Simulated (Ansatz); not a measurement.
# CH6AlFGe: the cost of one run

Program: Ansatz 0.2.0. Level of theory: RKS BLYP/def2-SVP. These are calculated values, not measurements.

## (1) The structure to begin with

Bond lengths: F1–C2 1.373 Å, C2–Al3 1.966 Å, Al3–Ge4 2.417 Å, C2–H5 1.122 Å, C2–H6 1.127 Å, Al3–H7 1.655 Å, Ge4–H8 1.516 Å, Ge4–H9 1.621 Å, Ge4–H10 1.558 Å. Angles (14 of 15 angles, heavy atoms first): F1–C2–Al3 106.6°, C2–Al3–Ge4 122.8°, F1–C2–H5 111.7°, F1–C2–H6 110.7°, Al3–C2–H5 108.2°, Al3–C2–H6 110.1°, C2–Al3–H7 120.2°, Ge4–Al3–H7 117.0°, Al3–Ge4–H8 112.4°, Al3–Ge4–H9 106.8°, Al3–Ge4–H10 108.4°, H5–C2–H6 109.4°, H8–Ge4–H9 111.0°, H8–Ge4–H10 111.6°.

Structure file:

```xyz
10

F    -1.6809    1.1714    1.2460
C    -0.8518    1.6904    0.2824
Al    0.6943    0.4827    0.1600
Ge    0.4869   -1.8526   -0.4259
H    -1.3514    1.7236   -0.7212
H    -0.5125    2.7276    0.5657
H     2.2178    1.0441    0.4813
H     1.8248   -2.5647   -0.4421
H    -0.5122   -2.5209    0.6613
H    -0.2318   -1.9526   -1.8045
```

## (2) Relaxing end A

File input.yaml:

```yaml
crystal:
  periodic: [false, false, false]
  atoms:
    - { symbol: F, position_ang: [-1.6809, 1.1714, 1.246] }
    - { symbol: C, position_ang: [-0.8518, 1.6904, 0.2824] }
    - { symbol: Al, position_ang: [0.6943, 0.4827, 0.16] }
    - { symbol: Ge, position_ang: [0.4869, -1.8526, -0.4259] }
    - { symbol: H, position_ang: [-1.3514, 1.7236, -0.7212] }
    - { symbol: H, position_ang: [-0.5125, 2.7276, 0.5657] }
    - { symbol: H, position_ang: [2.2178, 1.0441, 0.4813] }
    - { symbol: H, position_ang: [1.8248, -2.5647, -0.4421] }
    - { symbol: H, position_ang: [-0.5122, -2.5209, 0.6613] }
    - { symbol: H, position_ang: [-0.2318, -1.9526, -1.8045] }
basis:
  gaussian: { orbitals: def2-SVP }
hamiltonian:
  xc: blyp
relax:
  f_tol: 0.02
  max_steps: 50
```

Command:

```bash
$ ansatz run input.yaml --threads 2 --pin off --max-ram 3072MiB --backend cpu --events-out ev --progress --plain --runs-dir out
```

Q: Estimate wall time and peak memory on 2 threads of Arm Neoverse V1, shared host.

About 40 s, with a peak of 0.15 GiB.
